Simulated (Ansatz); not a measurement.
# AlBrFH2N: up Jacob's ladder to CCSD(T)

Aim: compute AlBrFH2N with functionals from several rungs and with coupled cluster, and see how far each lands from CCSD(T) at the basis-set limit for the atomisation energy.

Computed with Ansatz 0.2.0, Gaussian basis. Level: functionals in def2-TZVPP, the program's frozen cores in correlated methods.

The runs, in order: LDA (SPW92), PBE-D4, revPBE-D4, BLYP-D4, r2SCAN-D4, B97M-V, PBE0-D4, B3LYP-D4, r2SCANh-D4, r2SCAN0-D4, HSE06-D4, BHLYP-D4, CAM-B3LYP-D4, LC-ωPBE, ωB97X-V, ωB97M-V, B2PLYP, PBE-QIDH; CCSD(T)/def2-SVP; CCSD(T)/def2-TZVPP; MP2/def2-QZVPP; extrapolation to the limit; RPA on PBE.

## (1) The geometry

An earlier PBE0-D4 in a triple-zeta def2 set relaxation fixed the geometry.

SMILES `[NH2][Al]([F])[Br]`, 6 atoms, charge 0, spin multiplicity 1.

Atoms are counted from 1 here; the program's logs count them from 0.

Bond lengths: N1–Al2 1.746 Å, N1–H5 1.007 Å, N1–H6 1.006 Å, Al2–F3 1.641 Å, Al2–Br4 2.237 Å. Angles: Al2–N1–H5 124.6°, Al2–N1–H6 124.3°, H5–N1–H6 111.1°, N1–Al2–F3 119.7°, N1–Al2–Br4 121.2°, F3–Al2–Br4 119.1°.

## (2) LDA

This LDA is Slater exchange with PW92 correlation.

in.yaml reads:

```yaml
crystal:
  periodic: [false, false, false]
  atoms:
    - {symbol: N, position_ang: [-0.195067, 0.984201, -0.037893]}
    - {symbol: Al, position_ang: [0.246379, -0.698538, 0.114595]}
    - {symbol: F, position_ang: [1.391860, -1.144234, 1.202583]}
    - {symbol: Br, position_ang: [-0.721888, -2.269821, -1.148581]}
    - {symbol: H, position_ang: [0.207118, 1.731330, 0.503589]}
    - {symbol: H, position_ang: [-0.886402, 1.332964, -0.680393]}
basis:
  gaussian: {orbitals: def2-TZVPP}
hamiltonian: {xc: lda}
output: {orbitals: {seedname: orbitals}}
```

The runs that follow: PBE-D4 (GGA); revPBE-D4 (GGA); BLYP-D4 (GGA); r2SCAN-D4 (meta-GGA); B97M-V (meta-GGA); PBE0-D4 (hybrid); B3LYP-D4 (hybrid); r2SCANh-D4 (hybrid); r2SCAN0-D4 (hybrid); HSE06-D4 (hybrid); BHLYP-D4 (hybrid); CAM-B3LYP-D4 (range-separated); LC-ωPBE-D4 (range-separated); ωB97X-V (range-separated); ωB97M-V (range-separated); B2PLYP (double hybrid); PBE-QIDH (double hybrid); CCSD(T) in def2-SVP; CCSD(T) in def2-TZVPP; MP2 in def2-QZVPP; RPA on PBE orbitals.

Q: Predict the results of all the runs planned. Wanted: atomisation energy, CCSD(T)/CBS; farthest beyond LDA; mean size of error, GGA; mean size of error, meta-GGA; mean size of error, hybrid; mean size of error, range-separated; mean size of error, double hybrid; gap, smallest and largest; T1 diagnostic.

**Answer**, as computed:

```
                               quantity                                                      value
        atomisation energy, CCSD(T)/CBS                                              2157.3 kJ/mol
 functionals within 21.6 kJ/mol (1.0 %)  PBE-D4, r2SCAN-D4, B97M-V, CAM-B3LYP-D4, ωB97X-V, ωB97M-V
                    farthest beyond LDA                                   BHLYP-D4 (-103.3 kJ/mol)
                mean size of error, GGA                                                31.1 kJ/mol
           mean size of error, meta-GGA                                                19.0 kJ/mol
             mean size of error, hybrid                                                55.1 kJ/mol
    mean size of error, range-separated                                                21.1 kJ/mol
      mean size of error, double hybrid                                                44.8 kJ/mol
              gap, smallest and largest                      4.92 eV (BLYP-D4), 12.37 eV (LC-ωPBE)
                          T1 diagnostic                                                     0.0092
triples share of the correlation energy                                                      3.2 %
```

What this shows: LDA overbinds by 266.2 kJ/mol (12 %). PBE-D4 is off by +2.2 kJ/mol. Double hybrids carry the basis error of their MP2 part in triple zeta, and no dispersion term here, so their miss is partly the set-up's. The rungs meta-GGA, range-separated miss on average by less than the doubt on the reference (21.6 kJ/mol), so they tie. The reference freezes the cores and leaves out relativity and excitations past (T), and its outer-core shells are covered unevenly, so misses under about 21.6 kJ/mol can't be ranked. All levels share the lack of spin-orbit coupling, which lowers the free heavy atoms and so the true binding. Hartree-Fock recovers 71 % of the binding; the rest is correlation. CCSD(T) in def2-SVP is off by -184.2 kJ/mol, more than most functionals: a good method in a small basis is no reference. The gap grows from 4.9 to 12.4 eV across the functionals, mostly with the share of exact exchange. Correlated methods include outer-core shells of Br, which these sets cover unevenly.
